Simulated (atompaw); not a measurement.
# Changing the settings of a PAW (atompaw) potential for B

Aim: generate and test one potential in full, then change one design choice at a time and see what happens to hardness, ghosts and scattering.

The numbers are computed with atompaw 4.2.0.5 (LDA (PW92), scalar-relativistic, spin-unpolarised reference atom).

2 further runs of the same task are left out: 2 set aside as unsound or not needed.

### 1 The design

Typed settings, in words:

```
element                 : boron (B, Z = 5)
type                    : PAW
frozen core             : [He]
valence charge          : 3
reference configuration : 2s2 2p0 (charge +1)
partial waves           : 2s (bound): rc 1.35 bohr; 2s channel at 0.5 Ry: rc 2.30 bohr; 2p (bound, empty): rc 2.30 bohr; 2p channel at 0.3 Ry: rc 2.25 bohr; 3d channel at 0.3 Ry: rc 2.30 bohr; 3d channel at 0.95 Ry: rc 2.30 bohr
local potential         : bessel scheme, radius 1.60 bohr
core correction         : smooth core density matched at 1.95 bohr
augmentation charge     : sinc compensation charge, radius 1.90 bohr; PAW radius 2.30 bohr; waves and projectors: custom polynom vanderbiltortho
```

The outer shells as boxes (Hund's rule for the drawing; the calculation is spin-unpolarised):

```
[He] core
2s [↑↓]
2p [  ][  ][  ]
```

An earlier all-electron run gives the scale for the radii.

All-electron outer shells of the reference configuration (LDA (PW92), scalar-relativistic, ld1.x):

```tsv
shell	level (eV)	outermost node (bohr)	outermost maximum (bohr)
1s	-191.73	–	0.21
2s	-19.41	0.46	1.44
2p	-13.46	–	1.39
3d	-2.13	–	5.03
```

### 2 Generation of the first potential

B.input reads:

```
B 5
LDA-PW scalarrelativistic loggrid 1500 logderivrange -3 5 201
2 2 0 0 0 0
2 1 0
0 0 0
c
v
v
2
2.30 1.90 1.60 1.95
y
0.5
n
y
0.3
n
y
0.3
y
0.95
n
custom polynom vanderbiltortho sinc
bessel
1.35
2.30
2.30
2.25
2.30
2.30
PWSCFOUT
UPFDX 0.0125d0 UPFXMIN -7.d0 UPFZMESH 5.d0
END
```

Run with:

```console
$ atompaw < B.input > B.log
```

The output, the file B (summary file):

```text
 Completed calculations for B (AE)

 Exchange-correlation type: LDA, Perdew-Wang correlation

 Radial integration grid is logarithmic 
 r0 =   1.4561695E-03 h =   7.2808477E-03   n =      1500 rmax =   8.0000000E+01

 Scalar relativistic calculation

 AEatom converged in  16 iterations
   nz     =   5.00
   delta  =       7.975744688118E-17

 All Electron Orbital energies:         
  n  l      occupancy      energy
  1  0      2.0000000E+00 -1.4091640E+01
  2  0      2.0000000E+00 -1.4266726E+00
  2  1      0.0000000E+00 -9.8896643E-01

 Total energy
   Total                    :      -48.08962726312576

 ---
 Completed calculations for B (SC)

 Exchange-correlation type: LDA, Perdew-Wang correlation

 Radial integration grid is logarithmic 
 r0 =   1.4561695E-03 h =   7.2808477E-03   n =      1500 rmax =   8.0000000E+01

 Scalar relativistic calculation

 SCatom converged in   1 iterations
   nz     =   5.00
   delta  =       9.034839947902E-20

 Valence Electron Orbital energies:         
  n  l      occupancy      energy
   2  0      2.0000000E+00 -1.4266726E+00
   2  1      0.0000000E+00 -9.8896643E-01

 Total energy
   Total                    :      -48.08962726312292
   Valence                  :       -9.81322426723675

 PAW parameters: 
       lmax =            2
         rc =    2.3062914638684973     
        irc =         1013
   rc_shape =    1.9082892743856139     
    rc_vloc =    1.6021093706652012     
    rc_core =    1.9504618733720092     
   Vloc: truncated form - Vps(r)=A.sin(qr)/r for r<rc
   Projector type: polynomial pseudization + Vanderbilt ortho.
   Sinc^2 compensation charge shape zeroed at   1.9083E+00

 Number of basis functions     6
 No.   n  nodes  l      Energy         Cp coeff         Occ
  1    2    1    0   -0.1426673E+01 -0.9346628E+01  0.2000000E+01
  2  999    2    0    0.5000000E+00 -0.6060661E+00  0.0000000E+00
  3    2    0    1   -0.9889664E+00 -0.9666585E+02  0.0000000E+00
  4  999    1    1    0.3000000E+00 -0.9444651E+01  0.0000000E+00
  5  999    0    2    0.3000000E+00  0.1589912E+05  0.0000000E+00
  6  999    1    2    0.9500000E+00  0.7731926E+04  0.0000000E+00

 Eigenvalues of overlap operator (in the basis of projectors):
    1        2.66837358E-02
    2        6.90284402E-01
    3        9.28938031E-01
    4        1.42384514E+01
    5        2.02608685E+01
    6        3.57160890E+04

 Orbital leakage outside PAW augmentation regions
   orb  is_core?  %out_of_sphere
   1 0    T           0.00
   2 0    F          21.80
   2 1    F          25.59

 Summary of PAW energies
   Total valence energy     :     -9.81322686389909
   Smooth energy            :      3.48089427166497
   One center               :    -13.29412113556406
   Smooth kinetic           :      1.33047236113765
   Vloc energy              :      0.27161887339041
   Smooth exch-corr         :     -1.06078169791323
   One-center xc            :     -5.46847850075802
```

Wall time 0.49 s (1 thread of Intel Xeon Platinum 8488C, shared host).

All-electron and pseudo partial waves u(r) = r·R(r), from the program's wave files:

| r (bohr) | 2s AE | 2s PS |
| --- | --- | --- |
| 0.088 | -0.2788 | 0.0417 |
| 0.177 | -0.3387 | 0.0858 |
| 0.265 | -0.2821 | 0.1332 |
| 0.354 | -0.1675 | 0.1860 |
| 0.442 | -0.0312 | 0.2437 |
| 0.531 | 0.1104 | 0.3071 |
| 0.619 | 0.2429 | 0.3737 |
| 0.708 | 0.3637 | 0.4430 |
| 0.796 | 0.4673 | 0.5109 |
| 0.885 | 0.5553 | 0.5762 |
| 0.973 | 0.6261 | 0.6344 |
| 1.062 | 0.6820 | 0.6845 |
| 1.150 | 0.7231 | 0.7235 |
| 1.238 | 0.7515 | 0.7515 |
| 1.327 | 0.7688 | 0.7688 |
| 1.415 | 0.7763 | 0.7763 |
| 1.504 | 0.7753 | 0.7753 |
| 1.592 | 0.7674 | 0.7674 |
| 1.681 | 0.7536 | 0.7536 |
| 1.769 | 0.7352 | 0.7352 |
| 1.858 | 0.7129 | 0.7129 |
| 1.946 | 0.6880 | 0.6880 |
| 2.035 | 0.6607 | 0.6607 |
| 2.123 | 0.6322 | 0.6322 |
| 2.212 | 0.6024 | 0.6024 |
| 2.300 | 0.5724 | 0.5724 |

### 3 Scattering by logarithmic derivatives

Taken from the files of the generation run. The phase is arctan(r·u′/u) with u = r·R, unwrapped, with energies in Ry. A pole is an energy at which the radial function vanishes at the test radius. The pseudo phase is shifted by a multiple of π to meet the all-electron one at the reference energy. Levels narrower than the energy grid can be missing from the poles. The last column is the largest difference on the grid between −1 and +1 Ry.

```tsv
channel	radius (bohr)	reference (Ry)	poles AE	poles PS	window around the reference with phases within 0.05 rad (Ry)	largest difference near zero (rad)
s	2.31	-1.43	-0.53	-0.53	the whole range	0.000
p	2.31	-0.99	-0.22	-0.22	below 1.9	0.001
d	2.31	0.30	3.25	3.24	the whole range	0.000
```

Phases (rad) along the scan:

| E (Ry) | p AE | p PS | d AE | d PS |
| --- | --- | --- | --- | --- |
| -3.00 | 1.246 | 1.248 | 1.317 | 1.317 |
| -2.52 | 1.186 | 1.188 | 1.295 | 1.295 |
| -2.04 | 1.071 | 1.073 | 1.266 | 1.266 |
| -1.56 | 0.757 | 0.759 | 1.226 | 1.226 |
| -1.08 | -0.537 | -0.537 | 1.169 | 1.169 |
| -0.60 | -1.381 | -1.381 | 1.077 | 1.077 |
| -0.12 | -1.604 | -1.604 | 0.909 | 0.909 |
| 0.36 | -1.726 | -1.726 | 0.536 | 0.536 |
| 0.84 | -1.836 | -1.835 | -0.269 | -0.269 |
| 1.32 | -1.983 | -1.978 | -0.968 | -0.968 |
| 1.80 | -2.267 | -2.234 | -1.271 | -1.271 |
| 2.28 | -2.985 | -2.826 | -1.418 | -1.418 |
| 2.76 | -3.909 | -3.716 | -1.506 | -1.507 |
| 3.24 | -4.302 | -4.183 | -1.570 | -1.571 |
| 3.72 | -4.469 | -4.384 | -1.622 | -1.624 |
| 4.20 | -4.561 | -4.490 | -1.671 | -1.675 |
| 4.68 | -4.620 | -4.556 | -1.726 | -1.734 |

### 4 Cutoff and ghost test in a Bessel basis

A separate test, outside the generator: the pseudo-atom's Hamiltonian at the reference potential is diagonalised in spherical Bessel functions j_l(qr) that vanish at 20 bohr, with q² up to the cutoff.

All-electron valence levels (Ry): 2s -1.4267, 2p -0.9890. The lowest levels of each channel (Ry) by cutoff; the last column sums, over occupied levels, occupation times the distance from the level at 400 Ry. A positive value at high cutoff is not a bound level.

| cutoff (Ry) | s #1 | p #1 | d #1 | f #1 | Σ f·Δε (mRy) |
| --- | --- | --- | --- | --- | --- |
| 8 | -1.4162 | -0.9706 | -0.1559 | -0.0441 | 20.9 |
| 10 | -1.4170 | -0.9842 | -0.1560 | -0.0442 | 19.4 |
| 15 | -1.4201 | -0.9887 | -0.1561 | -0.0442 | 13.1 |
| 18 | -1.4230 | -0.9888 | -0.1561 | -0.0442 | 7.4 |
| 21 | -1.4246 | -0.9888 | -0.1561 | -0.0442 | 4.1 |
| 25 | -1.4257 | -0.9889 | -0.1561 | -0.0442 | 1.9 |
| 30 | -1.4265 | -0.9890 | -0.1561 | -0.0442 | 0.4 |
| 35 | -1.4266 | -0.9890 | -0.1561 | -0.0442 | 0.2 |
| 40 | -1.4266 | -0.9890 | -0.1561 | -0.0442 | 0.2 |
| 400 | -1.4267 | -0.9890 | -0.1561 | -0.0442 | 0.0 |

The sum stays within 10 mRy from 18 Ry and within 1 mRy from 30 Ry. The sum leaves out empty levels, which can need more. Ghost test: no level below the all-electron spectrum of its channel (s, p, d, f tested).

### 5 Variant: waves 2p channel at 0.3 Ry: rc 1.56 bohr

B.input, as its differences from that of step 2:

```diff
@@ -26,3 +26,3 @@
 2.30
-2.25
+1.56
 2.30
```

Run with:

```console
$ atompaw < B.input > B.log
```

What the program wrote to the file B (summary file):

```text
 Completed calculations for B (AE)

 Exchange-correlation type: LDA, Perdew-Wang correlation

 Radial integration grid is logarithmic 
 r0 =   1.4561695E-03 h =   7.2808477E-03   n =      1500 rmax =   8.0000000E+01

 Scalar relativistic calculation

 AEatom converged in  16 iterations
   nz     =   5.00
   delta  =       7.975744688118E-17

[... all-electron levels as in step 2 ...]

 Total energy
   Total                    :      -48.08962726312576

 ---
 Completed calculations for B (SC)

 Exchange-correlation type: LDA, Perdew-Wang correlation

 Radial integration grid is logarithmic 
 r0 =   1.4561695E-03 h =   7.2808477E-03   n =      1500 rmax =   8.0000000E+01

 Scalar relativistic calculation

 SCatom converged in   1 iterations
   nz     =   5.00
   delta  =       9.034839947902E-20

 Valence Electron Orbital energies:         
  n  l      occupancy      energy
   2  0      2.0000000E+00 -1.4266726E+00
   2  1      0.0000000E+00 -9.8896643E-01

 Total energy
   Total                    :      -48.08962726312292
   Valence                  :       -9.81322426723675

 PAW parameters: 
       lmax =            2
         rc =    2.3062914638684973     
        irc =         1013
   rc_shape =    1.9082892743856139     
    rc_vloc =    1.6021093706652012     
    rc_core =    1.9504618733720092     
   Vloc: truncated form - Vps(r)=A.sin(qr)/r for r<rc
   Projector type: polynomial pseudization + Vanderbilt ortho.
   Sinc^2 compensation charge shape zeroed at   1.9083E+00

 Number of basis functions     6
 No.   n  nodes  l      Energy         Cp coeff         Occ
  1    2    1    0   -0.1426673E+01 -0.9346628E+01  0.2000000E+01
  2  999    2    0    0.5000000E+00 -0.6060661E+00  0.0000000E+00
  3    2    0    1   -0.9889664E+00 -0.7770758E+01  0.0000000E+00
  4  999    1    1    0.3000000E+00 -0.3955807E+00  0.0000000E+00
  5  999    0    2    0.3000000E+00  0.1589912E+05  0.0000000E+00
  6  999    1    2    0.9500000E+00  0.7731926E+04  0.0000000E+00

 Eigenvalues of overlap operator (in the basis of projectors):
    1        2.66837358E-02
    2        2.82616195E-01
    3        9.28938031E-01
    4        1.19679605E+01
    5        2.02608685E+01
    6        3.57160890E+04

 Orbital leakage outside PAW augmentation regions
   orb  is_core?  %out_of_sphere
   1 0    T           0.00
   2 0    F          21.80
   2 1    F          25.59

 Summary of PAW energies
   Total valence energy     :     -9.81322686389909
   Smooth energy            :      3.48089427166497
   One center               :    -13.29412113556406
   Smooth kinetic           :      1.33047236113765
   Vloc energy              :      0.27161887339041
   Smooth exch-corr         :     -1.06078169791323
   One-center xc            :     -5.46847850075802
```

Wall time 0.48 s (1 thread of Intel Xeon Platinum 8488C, shared host).

With this change the loose cutoff stays at 18 Ry and there is no bound ghost.

### 6 Comparison

Cutoffs, loose and tight: the cutoffs (Ry, on a coarse ladder) from which the occupation-weighted sum of valence levels, in a spherical-Bessel basis at the reference potential, stays within 10 and 1 mRy of its value at 400 Ry; empty and scattering waves don't count. The number of plane waves in a given cell goes as the cutoff to the power 3/2; it is given for the loose cutoff, relative to the first potential. The phase difference is the largest within 1 Ry of zero, over the channels with partial waves. A dash means not determined. The table holds 2 more runs of the series, not printed above.

```tsv
change	outcome	cutoff, loose	cutoff, tight	plane waves, relative	bound ghosts	phase difference near zero (rad)	lowest overlap eigenvalue (Bessel basis)
first potential	generated	18 Ry	30 Ry	1.00	none	0.001	0.034
waves 2p channel at 0.3 Ry: rc 1.56 bohr	generated	18 Ry	30 Ry	1.00	none	0.000	0.034
reference 2s1 2p2; waves 2p (bound): rc 2.30 bohr (dropped: 3d channel at 0.95 Ry)	failed: atompaw: The overlap operator has at least one negative eigenvalue!	–	–	–	–	–	–
local potential troulliermartins scheme with l = 3 at 0 Ry, radius 1.60 bohr	generated	18 Ry	30 Ry	1.00	none	0.000	0.120
```

**Reading.** 1 of the changes stops the generator.

The first potential by itself. By its cutoff, 18 Ry for the looser tolerance, it is soft on the atom at that tolerance. No bound ghost shows below the valence levels. Near zero energy the phases of the channels with partial waves agree within 0.001 rad.
